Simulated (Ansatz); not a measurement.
# Sn3Se (Fm-3m) in Ansatz: notebook, part 2 of 2

Ansatz 0.2.0.

**11. Band structure, r2SCAN**

Input file input.yaml:

```yaml
crystal:
  lattice:
    - [0.0, 3.733138, 3.733138]
    - [3.733138, 0.0, 3.733138]
    - [3.733138, 3.733138, 0.0]
  atoms:
    - { symbol: Sn, position: [0.5, 0.5, 0.5] }
    - { symbol: Sn, position: [0.75, 0.75, 0.75] }
    - { symbol: Sn, position: [0.25, 0.25, 0.25] }
    - { symbol: Se, position: [0.0, 0.0, 0.0] }
hamiltonian:
  xc: r2scan
  pseudopotentials: { kind: paw }
kpoints:
  mp_grid: { grid: [6, 6, 6] }
  band_path:
    path:
      - [[0.0, 0.0, 0.0], [0.5, 0.0, 0.5], [0.5, 0.25, 0.75], [0.375, 0.375, 0.75], [0.0, 0.0, 0.0], [0.5, 0.5, 0.5], [0.625, 0.25, 0.625], [0.5, 0.25, 0.75], [0.5, 0.5, 0.5], [0.375, 0.375, 0.75]]
      - [[0.625, 0.25, 0.625], [0.5, 0.0, 0.5]]
    npoints: 14
scf:
  occupations: { method: fermi_dirac, width: 0.05 }
  n_extra_bands: 10
output:
  forces: true
  stress: true
  eigenvalues: true
  fatbands: false
  write_density: true
  write_potential: true
  elf: true
  volumetric_format: npy
```

Potentials or basis: Ansatz PAW.

Run with:

```bash
$ ansatz run input.yaml --threads 2 --pin off --max-ram 5632MiB --backend cpu --events-out ev --progress --plain --runs-dir out
```

Log:

```text
Warning: RAYON_NUM_THREADS=2 ignored (pool sized by the plan → 2); use --threads N
[... 72 lines left out ...]
        0.000000       0.000000      -1.323663
  P = ⅓ Tr σ = -1.3237 GPa (-13.237 kbar)
--- Band table (eV; the first three rows and the last of 16) ---
  k-point 0: bands = ["-38.0444", "-38.0444", "-38.0444", "-38.0435", "-38.0435", "-12.0240", "-12.0240", "-11.9924", "-11.9924", "-11.9924", "-11.9743", "-11.9743", "-11.9743", "-11.9274", "-11.9274", "-11.5817", "-11.5817", "-11.5817", "-11.5720", "-11.5720", "-3.4197", "1.2559", "5.3939", "7.4074", "7.4074", "7.4074", "7.6418", "9.1122", "9.1122", "9.1122", "9.7464", "9.7464", "9.7464", "14.9560", "14.9560", "17.3495", "17.3495", "17.3495", "23.4156"]
  k-point 1: bands = ["-38.0444", "-38.0444", "-38.0444", "-38.0435", "-38.0435", "-12.0167", "-12.0167", "-11.9997", "-11.9941", "-11.9941", "-11.9739", "-11.9739", "-11.9653", "-11.9336", "-11.9336", "-11.5844", "-11.5797", "-11.5797", "-11.5730", "-11.5730", "-3.3066", "1.1936", "4.7956", "6.6674", "7.1935", "7.1935", "7.2751", "8.9708", "8.9708", "10.1403", "10.1403", "10.2384", "11.7735", "15.6807", "15.6807", "15.8494", "17.0255", "17.0255", "22.0809"]
  k-point 2: bands = ["-38.0444", "-38.0444", "-38.0444", "-38.0435", "-38.0435", "-11.9985", "-11.9980", "-11.9980", "-11.9973", "-11.9973", "-11.9732", "-11.9732", "-11.9642", "-11.9499", "-11.9499", "-11.5886", "-11.5799", "-11.5799", "-11.5711", "-11.5711", "-3.0484", "1.0581", "3.6354", "5.7297", "6.9555", "6.9555", "8.2563", "8.4173", "8.4173", "11.4359", "11.4359", "11.8729", "13.7396", "15.0065", "15.4484", "15.4484", "17.8474", "17.8474", "21.3154"]
  k-point 15: bands = ["-38.0444", "-38.0444", "-38.0444", "-38.0435", "-38.0435", "-12.0059", "-11.9973", "-11.9969", "-11.9954", "-11.9924", "-11.9806", "-11.9777", "-11.9580", "-11.9547", "-11.9390", "-11.5907", "-11.5814", "-11.5792", "-11.5738", "-11.5650", "-2.7509", "1.9890", "2.5119", "2.9075", "6.4370", "6.9424", "8.6495", "9.1295", "10.9817", "11.6775", "13.3462", "13.5110", "14.1890", "15.0249", "15.0437", "15.7025", "18.3158", "19.3578", "19.6643"]
```

rho_z.tsv:

```text
# z_ang	rho[e/angstrom^3]
# format = ansatz-planar-average/11
# lattice	0.000000000	3.733138000	3.733138000
# lattice	3.733138000	0.000000000	3.733138000
# lattice	3.733138000	3.733138000	0.000000000
# sites	4
# site	50	3.733138000	3.733138000	3.733138000
# site	50	5.599707000	5.599707000	5.599707000
# site	50	1.866569000	1.866569000	1.866569000
# site	34	0.000000000	0.000000000	0.000000000
0.000000	9.060379e-1
0.131986	8.445055e-1
0.263973	6.982274e-1
0.395959	5.458666e-1
0.527945	4.453607e-1
0.659932	4.123139e-1
[... 32 lines left out ...]
5.015482	6.982274e-1
5.147468	8.445055e-1
```

Run time: 19 s. Hardware: 2 threads of AMD EPYC 7R43 (Zen 3), shared host; peak memory 0.85 GiB.

What came out:

```yaml
Free_energy: -23593.3440 eV
Pressure: -1.3 GPa
Band_gap_on_the_k_mesh: none (metal or under the smearing width)
```

Levels at the corners of the path, in eV from the Fermi level:
```tsv
point	band 25	band 26	band 27	band 28	band 29	band 30	band 31	band 32	band 33	band 34
Γ	-2.97	-2.97	-2.74	-1.27	-1.27	-1.27	-0.64	-0.64	-0.64	4.57
X	-4.99	-4.99	-0.34	0.42	0.42	1.29	2.87	2.87	3.51	4.27
W	-2.97	-2.87	-2.30	-2.30	0.85	0.85	3.39	3.49	3.49	4.20
K	-4.66	-2.83	-1.43	-1.14	-0.15	1.57	1.74	3.13	3.89	4.67
Γ	-2.97	-2.97	-2.74	-1.27	-1.27	-1.27	-0.64	-0.64	-0.64	4.57
L	-3.49	-3.49	-2.24	-2.24	-0.89	0.48	2.23	2.23	3.82	3.82
U	-4.66	-2.83	-1.43	-1.14	-0.15	1.57	1.74	3.13	3.89	4.67
W	-2.97	-2.87	-2.30	-2.30	0.85	0.85	3.39	3.49	3.49	4.20
L	-3.49	-3.49	-2.24	-2.24	-0.89	0.48	2.23	2.23	3.82	3.82
K	-4.66	-2.83	-1.43	-1.14	-0.15	1.57	1.74	3.13	3.89	4.67
U	-4.66	-2.83	-1.43	-1.14	-0.15	1.57	1.74	3.13	3.89	4.67
X	-4.99	-4.99	-0.34	0.42	0.42	1.29	2.87	2.87	3.51	4.27
```

Caveat: spin-orbit coupling is left out, which moves the levels of the heavy elements; the PAW data sets come from PBE, with cores solved anew for the run's functional, which leaves a small shift of forces and pressure.

**12. The runs side by side**

| task | level | cutoff (eV) | points for each segment of the path | gap on the mesh (eV) | pressure (GPa) |
| --- | --- | --- | --- | --- | --- |
| band structure | LDA | 420 | 14 | none | -4.5 |
| equation of state | LDA | 420 | - | - | - |
| band structure | r2SCAN | 500 | 14 | none | -1.3 |

Alike in all rows: potentials or basis Ansatz PAW; no spin polarisation; cell as given; k mesh 6 × 6 × 6; smearing fermi-dirac 0.05 eV.

Caveats: spin-orbit coupling is left out, which moves the levels of the heavy elements (some runs); the PAW data sets come from PBE, with cores solved anew for the run's functional, which leaves a small shift of forces and pressure (some runs).

Total energies depend on the potentials used, so only differences within one code and one set of settings carry meaning.
